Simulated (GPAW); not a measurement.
# Cu (Fm-3m) in GPAW: a series of runs

The runs below take Cu through band structure, with PBE, LDA, r2SCAN.

All numbers are computed with GPAW 26.7.0; they aren't measurements. Logs are shortened: lines on timing, memory, paths and dates and some standing lists are left out, and cuts for length are marked. The log counts tension as positive stress, the text compression.

### Step 1. Starting point

The structure is cubic, space group Fm-3m (No. 225). Conventional cell: a = 3.615 Å, b = 3.615 Å, c = 3.615 Å, α = 90.00°, β = 90.00°, γ = 90.00°. Around Cu (site symmetry m-3m) lie 12 Cu at 2.56 Å.

### Step 2. Band structure, PBE

run.py reads:

```python
from ase import Atoms
from ase.dft.bandgap import bandgap
from ase.io import write
from ase.units import GPa
from gpaw import GPAW, PW

atoms = Atoms(['Cu'],
              cell=[[0.0, 1.80745, 1.80745],
                    [1.80745, 0.0, 1.80745],
                    [1.80745, 1.80745, 0.0]],
              scaled_positions=[[0.0, 0.0, 0.0]],
              pbc=True)

calc = GPAW(mode=PW(600),
            xc='PBE',
            kpts={'size': (16, 16, 16), 'gamma': True},
            occupations={'name': 'fermi-dirac', 'width': 0.05},
            nbands=14,
            convergence={'density': 1e-05, 'energy': 1e-05},
            maxiter=150,
            txt='gpaw.txt')
atoms.calc = calc
energy = atoms.get_potential_energy()
forces = atoms.get_forces()
stress = atoms.get_stress()
calc.write('gs.gpw')
write('result.traj', atoms)
print(f'Energy: {energy:.6f} eV')
print('Forces (eV/A):')
print(forces.round(4))
print('Stress (GPa):', (stress / GPa).round(3))
print('Fermi level:', round(calc.get_fermi_level(), 4), 'eV')
print(f'Gap: {bandgap(calc)[0]:.4f} eV, direct: {bandgap(calc, direct=True)[0]:.4f} eV')

path = atoms.cell.bandpath('GXWKGLUWLK,UX', npoints=80, eps=1e-4)
bs_calc = calc.fixed_density(kpts=path, symmetry='off', nbands=21,
                             convergence={'bands': 'CBM+6.0', 'eigenstates': 1e-6}, txt='bands.txt')
bs = bs_calc.band_structure()
bs.write('bs.json')
print(f'Gap on the path: {bandgap(bs_calc)[0]:.4f} eV')
```

Potentials or basis: GPAW PAW data sets (gpaw-data 1.2.1), pw.

Started as:

```
$ OMP_NUM_THREADS=1 python run.py
```

gpaw.txt:

```text
__  _  _
 | _ |_)|_||  |
 |__||  | ||/\| - 26.7.0

Input parameters:
  mode=PW(ecut=600.0),
  convergence={'density': 1e-05, 'energy': 1e-05},
  kpts=MonkhorstPack(size=(16, 16, 16), gamma=True),
  maxiter=150,
  nbands=14,
  occupations=Occupations(name='fermi-dirac', width=0.05),
  xc=XC(name='PBE')

Diagonalizing LCAO Hamiltonian
Converting LCAO to pw mode

       Cu

Atoms  # Å, Bohr magnetons
|   | symbol |        x |        y |        z |    initial magnetic moments |
|---|--------|----------|----------|----------|-----------------------------|
| 0 |     Cu | 0.000000 | 0.000000 | 0.000000 | ( 0.0000,  0.0000,  0.0000) |

Unit cell  # Å
| periodic |        x |        y |        z |  lengths |    angles |
|----------|----------|----------|----------|----------|-----------|
|      yes | 0.000000 | 1.807450 | 1.807450 | 2.556120 | 60.000000 |
|      yes | 1.807450 | 0.000000 | 1.807450 | 2.556120 | 60.000000 |
|      yes | 1.807450 | 1.807450 | 0.000000 | 2.556120 | 60.000000 |

Number of symmetries: 48
[... 51 lines left out ...]

BZ-sampling:
  Number of BZ points: 4096
  Number of IBZ points: 145

  Monkhorst-Pack size: [16, 16, 16]
  Monkhorst-Pack shift: [0.03125, 0.03125, 0.03125]

K-points  # in reciprocal-cell coordinates
|     |                                coordinates |     weight |
|-----|--------------------------------------------|------------|
|   0 | (  0.00000000,   0.00000000,   0.00000000) | 0.00024414 |
|   1 | (  0.06250000,   0.06250000,   0.00000000) | 0.00146484 |
|   2 | (  0.06250000,   0.06250000,   0.06250000) | 0.00195312 |
|   3 | (  0.12500000,   0.06250000,   0.06250000) | 0.00292969 |
|   4 | (  0.12500000,   0.12500000,   0.00000000) | 0.00146484 |
|   5 | (  0.12500000,   0.12500000,   0.06250000) | 0.00585938 |
|   6 | (  0.12500000,   0.12500000,   0.12500000) | 0.00195312 |
|   7 | (  0.18750000,   0.12500000,   0.06250000) | 0.00585938 |
|   8 | (  0.18750000,   0.12500000,   0.12500000) | 0.00585938 |
|   9 | (  0.18750000,   0.18750000,   0.00000000) | 0.00146484 |
| ... |                                            |            |
| 144 | (  0.50000000,   0.50000000,   0.50000000) | 0.00097656 |

Plane wave coefficients: 411
Cutoff: 600.0 eV

Spin-components: 1 (collinear spins)
Bands:           14
Projectors:      6
Spin-degeneracy: 2
Datatype:        complex128

Parallelization:
  kpt:    1
  domain: 1
  band:   1

Density:
  Valence electrons: 11.0
  Components: 1
  Grid points: [15 15 15]
  Charge: 0.0  # |e|

Potential:
  Grid points: [15 15 15]

species:
  Cu:
    name:    Copper
    Z:       29.0
    valence: 11
    core:    18
    charge:  0.0  # [|e|]
    compensation charges:
      type: gauss
      rc: 0.33  # [Å]
      lmax: 2
    cutoffs:
      filter: 2.06  # [Å]
      core: 2.43  # [Å]
    projectors
    | kind |    occ | energy [eV] | rcut [Å] |
    |------|--------|-------------|----------|
    |   4s |  1.000 |      -4.609 |    1.164 |
    |   4p |  0.000 |      -0.698 |    1.164 |
    |   3d | 10.000 |      -5.039 |    1.058 |
    |    s |        |      22.603 |    1.164 |
    |    p |        |      26.513 |    1.164 |
    |    d |        |      22.172 |    1.058 |

    Using partial waves for Cu as LCAO basis

Reference energy: -45021.451841  # eV

eigensolver:
  PPCG
  Converge bands: occupied
  niter=2

density mixing:
  MSR1-Mixer
  Pratt-step length: 0.05
  Maximum mixing coefficient: 0.75
  Old densities: 10
  SVD Regularization: 0.005
  Good broyden scale: 1.0
  Trust region scale: 1.0
  Backstep threshold: 4.0
  History deletion threshold: 6.0
  Fourier metric: weight=20.0, sigma=0.015

occupation numbers:
  Fermi-Dirac:
    width: 0.0500  # eV

poisson solver:
  ecut: 4800.0  # eV

xc functional:
  name: PBE with 2 nearest neighbor stencil

convergence criteria:
- Maximum integral of absolute [dens]ity change: 1e-05 electrons / valence electron
- Maximum [total energy] change in last 3 cyles: 1e-05 eV / valence electron
- Maximum integral of absolute [eigenst]ate change: 4e-08 eV^2 / valence electron
maximum number of iterations: 150

SCF iterations
|iter     | |      energy | eigst |  dens |
|---------|-|-------------|-------|-------|
|iter:   1| |   -4.624761 | -0.44 |       |
|iter:   2| |   -4.254494 | -2.97 | -0.89 |
|iter:   3| |   -3.689061 | -1.93 | -0.99 |
|iter:   4| |   -3.679232 | -4.15 | -1.80 |
|iter:   5| |   -3.672029 | -3.55 | -1.95 |
|iter:   6| |   -3.672037 | -6.50 | -3.55 |
|iter:   7| |   -3.672034c| -6.19 | -3.55 |
|iter:   8| |   -3.672034c| -8.70c| -4.45 |
|iter:   9| |   -3.672034c| -8.52c| -5.19c|

Converged in 9 steps
Energy contributions relative to reference atoms: (reference = -45021.451841)

Energy contributions:
  Kinetic:         -11.804405
  Coulomb:           9.198535
  Zero:              0.051603
  External:          0.000000
  Xc:               -1.116492
  Entropy:          -0.002549
  Spinorbit:         0.000000
  ----------------------------
  Free energy:      -3.673308
  Extrapolated:     -3.672034

dipole moment: (-7.876384, -7.876384, -7.876384)  # |e|*Ang

Fermi level: 8.018
Eigenvalues  # (at kpt = [0.000, 0.000, 0.000])
| band index |      eig [eV] | occ [0-2] |
|------------|---------------|-----------|
|          0 |        -1.326 |     2.000 |
|          1 |         5.034 |     2.000 |
|          2 |         5.034 |     2.000 |
|          3 |         5.034 |     2.000 |
|          4 |         5.854 |     2.000 |
|          5 |         5.854 |     2.000 |
|          6 |        31.047 |     0.000 |
|          7 |        33.459 |     0.000 |
|          8 |        33.459 |     0.000 |
|          9 |        33.459 |     0.000 |
|         10 |        35.697 |     0.000 |
|         11 |        35.697 |     0.000 |
|         12 |        35.697 |     0.000 |
|         13 |        39.536 |     0.000 |

No gap
No difference between direct/indirect transitions

Forces  # eV/Ang
|        x |       y |       z |
|----------|---------|---------|
| -0.00000 | 0.00000 | 0.00000 |  # Cu   0

Stress tensor  # eV/Ang^3
|         x |         y |         z |
|-----------|-----------|-----------|
| -0.020412 |  0.000000 |  0.000000 |
|  0.000000 | -0.020412 |  0.000000 |
|  0.000000 |  0.000000 | -0.020412 |

# Writing to gs.gpw (mode='')
```

It took 23 s on 1 thread of Arm Neoverse V1, shared host; peak memory 0.17 GiB.

What came out:

* Free energy: -3.6733 eV
* Pressure: 3.3 GPa
* Band gap along the path: none (metal or under the smearing width)

Levels at the corners of the path, in eV from the Fermi level:
```csv
point,band 2,band 3,band 4,band 5,band 6,band 7
Γ,-2.98,-2.98,-2.98,-2.16,-2.16,23.03
X,-4.37,-1.61,-1.44,-1.44,1.51,7.17
W,-3.49,-3.49,-2.20,-1.44,6.25,6.25
K,-4.02,-2.73,-2.03,-1.64,4.37,5.78
Γ,-2.98,-2.98,-2.98,-2.16,-2.16,23.03
L,-3.02,-3.02,-1.59,-1.59,-0.99,3.81
U,-4.02,-2.73,-2.03,-1.64,4.37,5.78
W,-3.49,-3.49,-2.20,-1.44,6.25,6.25
L,-3.02,-3.02,-1.59,-1.59,-0.99,3.81
K,-4.02,-2.73,-2.03,-1.64,4.37,5.78
U,-4.02,-2.73,-2.03,-1.64,4.37,5.78
X,-4.37,-1.61,-1.44,-1.44,1.51,7.17
```

Caveat: with this Cu data set, volumes or pressures lay over 1.5 % or 2 GPa off other programs in two to four cells of ten.

[end of part 1 of 2]
